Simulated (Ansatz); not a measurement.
# AlF2H3O2: the cost of one run

The runs use Ansatz 0.2.0, Gaussian basis; PBE0-D4, def2-SVP first, then def2-TZVP.

152 further runs of the same task are left out: 152 set aside as unsound or not needed.

## 1. The starting structure

The guess: 8 atoms, charge 0, spin multiplicity 1.

Atoms are counted from 1 here; the program's logs count them from 0.

Bond lengths: Al1–H2 1.651 Å, Al1–F3 1.646 Å, Al1–F4 1.641 Å, Al1–H5 1.754 Å, Al1–O6 1.738 Å, O6–O7 1.408 Å, O7–H8 0.969 Å. Angles: H2–Al1–F3 106.5°, H2–Al1–F4 108.2°, H2–Al1–H5 38.4°, H2–Al1–O6 82.7°, F3–Al1–F4 121.6°, F3–Al1–H5 114.6°, F3–Al1–O6 111.3°, F4–Al1–H5 121.9°, F4–Al1–O6 118.4°, H5–Al1–O6 44.4°, Al1–O6–O7 161.4°, O6–O7–H8 104.8°.

Coordinates:

```
Al   -0.9733   -0.0028   -0.2818
H    -0.6293   -1.6172   -0.2695
F    -0.9754    0.4641   -1.8606
F    -2.2685    0.2513    0.6927
H     0.2977   -1.1352    0.1423
O     0.6171    0.1161    0.4081
O     1.8098    0.6566    0.9265
H     2.1220    1.2672    0.2424
```

Distances that are to change: Al1–O6 1.74 Å, H2–H5 1.12 Å, Al1–H2 1.65 Å, H5–O6 1.32 Å.

## 2. Relaxing the guess with the reacting distances held

Input file hold/in.yaml:

```yaml
crystal:
  periodic: [false, false, false]
  atoms:
    - {symbol: Al, position_ang: [-0.973300, -0.002800, -0.281800]}
    - {symbol: H, position_ang: [-0.629300, -1.617200, -0.269500]}
    - {symbol: F, position_ang: [-0.975400, 0.464100, -1.860600]}
    - {symbol: F, position_ang: [-2.268500, 0.251300, 0.692700]}
    - {symbol: H, position_ang: [0.297700, -1.135200, 0.142300]}
    - {symbol: O, position_ang: [0.617100, 0.116100, 0.408100]}
    - {symbol: O, position_ang: [1.809800, 0.656600, 0.926500]}
    - {symbol: H, position_ang: [2.122000, 1.267200, 0.242400]}
basis:
  gaussian: {orbitals: def2-SVP}
hamiltonian: {xc: pbe0, dispersion: d4}
relax: {f_tol: 0.04, max_steps: 150, escape_saddle: false, constraints: [{distance: [0, 5]}, {distance: [1, 4]}, {distance: [0, 1]}, {distance: [4, 5]}]}
```

Launch:

```
ansatz run in.yaml --threads 4 --pin off --events-out ev --progress --plain --max-ram 9574MiB
```

**Question.** How long does this run take on 4 threads of AMD EPYC 7R43, shared host?

About 17 s.
